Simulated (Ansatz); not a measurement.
# triplet SnCl2: levels of theory compared

Wanted: a comparison of 6 runs (UHF/3-21G, UHF/def2-SVP, UHSE06/def2-SVP, UPBE-QIDH/def2-SVP, USVWN5/def2-SVP, UBCCD(T)/def2-SVP) of triplet SnCl2. 

Program for the calculation: Ansatz 0.2.0.

32 further runs of the same task are left out: 32 set aside as unsound or not needed.

### 1 The molecule

The species is SnCl2 (3 atoms), meant as a triplet with charge 0. SMILES of the parent species: `[Cl][Sn][Cl]`. Geometry: relaxed at PBE0-D4/def2-TZVP. That shape belongs to the parent species and isn't relaxed for this state.

Bond lengths: Cl1–Sn2 2.363 Å, Sn2–Cl3 2.363 Å. Angles: Cl1–Sn2–Cl3 98.4°.

### 2 The energy at UHF/3-21G (run 1)

The input, run.yaml:

```yaml
crystal:
  periodic: [false, false, false]
  atoms:
    - {symbol: Cl, position_ang: [1.154200, 1.220700, 0.756000]}
    - {symbol: Sn, position_ang: [-0.796900, 0.518900, -0.376600]}
    - {symbol: Cl, position_ang: [-0.368200, -1.804500, -0.392600]}
basis:
  gaussian: {orbitals: 3-21G-spherical.json}
magnetization: {spin_polarized: true, initial_magnetization: 2}
output: {orbitals: {seedname: orbitals}}
accuracy: high
hamiltonian: {xc: hf}
```

The basis set 3-21G is read from a file made from the Basis Set Exchange's data (not shown).

Run with:

```sh
$ ansatz run run.yaml --threads 1 --pin off --max-ram 3480MiB --events-out events.jsonl --progress --plain --runs-dir runs
```

The log of the run:

```text
Warning: RAYON_NUM_THREADS=1 ignored (pool sized by the plan → 1); use --threads N
Functional definition: HF
  name "HF"
  exchange = exact_x
  correlation = 0
1151 factors; integrals over basis functions are off by at most 4.3e-9 eV
mean field evaluation 1: about -188054.5992 eV, gradient 1.0e1 eV
mean field evaluation 2: about -188054.6348 eV, gradient 1.0e1 eV
mean field evaluation 4: about -188055.7631 eV, gradient 1.3e0 eV
mean field evaluation 8: about -188055.8170 eV, gradient 1.1e-3 eV
mean field evaluation 16: about -188055.8168 eV, gradient 2.6e-8 eV
mean field -188055.81684508 eV, -6910.9238002457 hartree, gradient 2.6e-8 eV, S^2 2.005135; 0 other end points of the search recorded, 0 dependent functions left out
reference -188055.81684508 eV, -6910.9238002457 hartree; 43, 41 occupied and 14, 16 virtual orbitals, 1151 factors
Total energy: -188055.81684508 eV, -6910.9238002457 hartree
```

Run time: 2.4 s. Hardware: 1 thread of Arm Neoverse V1, shared host; peak memory 0.22 GiB.

### 3 The energy at UHF/def2-SVP (core potential) (run 2)

The input, input.yaml:

```yaml
crystal:
  periodic: [false, false, false]
  atoms:
    - symbol: Cl
      position_ang: [1.154200, 1.220700, 0.756000]
    - symbol: Sn
      position_ang: [-0.796900, 0.518900, -0.376600]
    - symbol: Cl
      position_ang: [-0.368200, -1.804500, -0.392600]
basis:
  gaussian: {orbitals: def2-SVP}
hamiltonian: {xc: hf}
output: {orbitals: {seedname: orbitals}}
accuracy: high
magnetization: {spin_polarized: true, initial_magnetization: 2}
```

Run with:

```sh
$ ansatz run input.yaml --threads 1 --pin off --max-ram 3480MiB --events-out events.jsonl --progress --plain --runs-dir runs
```

The log of the run:

```text
Warning: RAYON_NUM_THREADS=1 ignored (pool sized by the plan → 1); use --threads N
Functional definition: HF
  name "HF"
  exchange = exact_x
  correlation = 0
1269 factors; integrals over basis functions are off by at most 6.3e-9 eV
mean field evaluation 1: about -30804.2015 eV, gradient 1.1e1 eV
mean field evaluation 2: about -30804.2918 eV, gradient 1.1e1 eV
mean field evaluation 4: about -30805.5469 eV, gradient 1.7e0 eV
mean field evaluation 8: about -30805.6238 eV, gradient 3.2e-1 eV
mean field evaluation 16: about -30805.6293 eV, gradient 1.2e-6 eV
mean field -30805.62930256 eV, -1132.0859960637 hartree, gradient 3.1e-8 eV, S^2 2.012429; 0 other end points of the search recorded, 0 dependent functions left out
reference -30805.62930256 eV, -1132.0859960637 hartree; 29, 27 occupied and 33, 35 virtual orbitals, 1269 factors
Total energy: -30805.62930256 eV, -1132.0859960637 hartree
```

It took 1.9 s on 1 thread of Arm Neoverse V1, shared host; peak memory 0.19 GiB.

Runs 3 to 5 aren't shown in full; the table further down has their settings and results.

### 4 The energy at UBCCD(T)/def2-SVP (core potential) (run 6)

The input, job.yaml:

```yaml
crystal:
  periodic: [false, false, false]
  atoms:
    - {symbol: Cl, position_ang: [1.154200, 1.220700, 0.756000]}
    - {symbol: Sn, position_ang: [-0.796900, 0.518900, -0.376600]}
    - {symbol: Cl, position_ang: [-0.368200, -1.804500, -0.392600]}
basis:
  gaussian:
    orbitals: def2-SVP
magnetization:
  spin_polarized: true
  initial_magnetization: 2
correlation:
  method: bccd_t
  frozen_orbitals: {Cl: 5, Sn: 4}
accuracy: high
scf:
  omitted_lower_state_checks: [cluster_reference, increment]
```

Run with:

```sh
$ ansatz run job.yaml --threads 1 --pin off --max-ram 3480MiB --events-out events.jsonl --progress --plain --runs-dir runs
```

The log of the run:

```text
Warning: RAYON_NUM_THREADS=1 ignored (pool sized by the plan → 1); use --threads N
[... 12 lines left out ...]
14 core orbitals not correlated: weight in the atoms' cores, before any rotation towards them, 1.000 or more for the frozen orbitals, at most 0.000 for the correlated occupied ones
[... 26 lines left out ...]
Total energy: -30815.71781281 eV, -1132.4567419771 hartree
Checks for a lower state left out: cluster_reference, increment
```

Run time: 12 s. Hardware: 1 thread of Arm Neoverse V1, shared host; peak memory 0.38 GiB.

### 5 Overview of the runs

```
run                                level  core potential  frozen core orbitals   energy (Eh)  HOMO energy (eV)   ⟨S²⟩  wall time
  1                            UHF/3-21G            none                     –  -6910.923800             -8.21  2.005      2.4 s
  2        UHF/def2-SVP (core potential)        def2-SVP                     –  -1132.085996             -7.85  2.012      1.9 s
  3     UHSE06/def2-SVP (core potential)        def2-SVP                     –  -1134.099980             -4.75  2.004       10 s
  4  UPBE-QIDH/def2-SVP (core potential)        def2-SVP                    14  -1133.632274             -6.94  2.010       12 s
  5     USVWN5/def2-SVP (core potential)        def2-SVP                     –  -1131.110731             -3.99  2.001       11 s
  6   UBCCD(T)/def2-SVP (core potential)        def2-SVP                    14  -1132.456742                 –  2.012       12 s
```

### 6 What came out

| quantity | value |
| --- | --- |
| run 6: total energy | -1132.45674 Eh |
| run 6: correlation energy (14 core orbitals frozen) | -370.7 mEh |
| run 6: (T) correction | -9.84 mEh |
| run 6: ⟨S²⟩ of the reference determinant | 2.012 |

In words: Totals of different functionals can't be ranked against each other. Some runs of one species differ in core potentials or relativity; totals across that change don't compare. In run 1 relativity is left out where basis or elements ask for it. All runs together took 50 s, the longest 12 s.
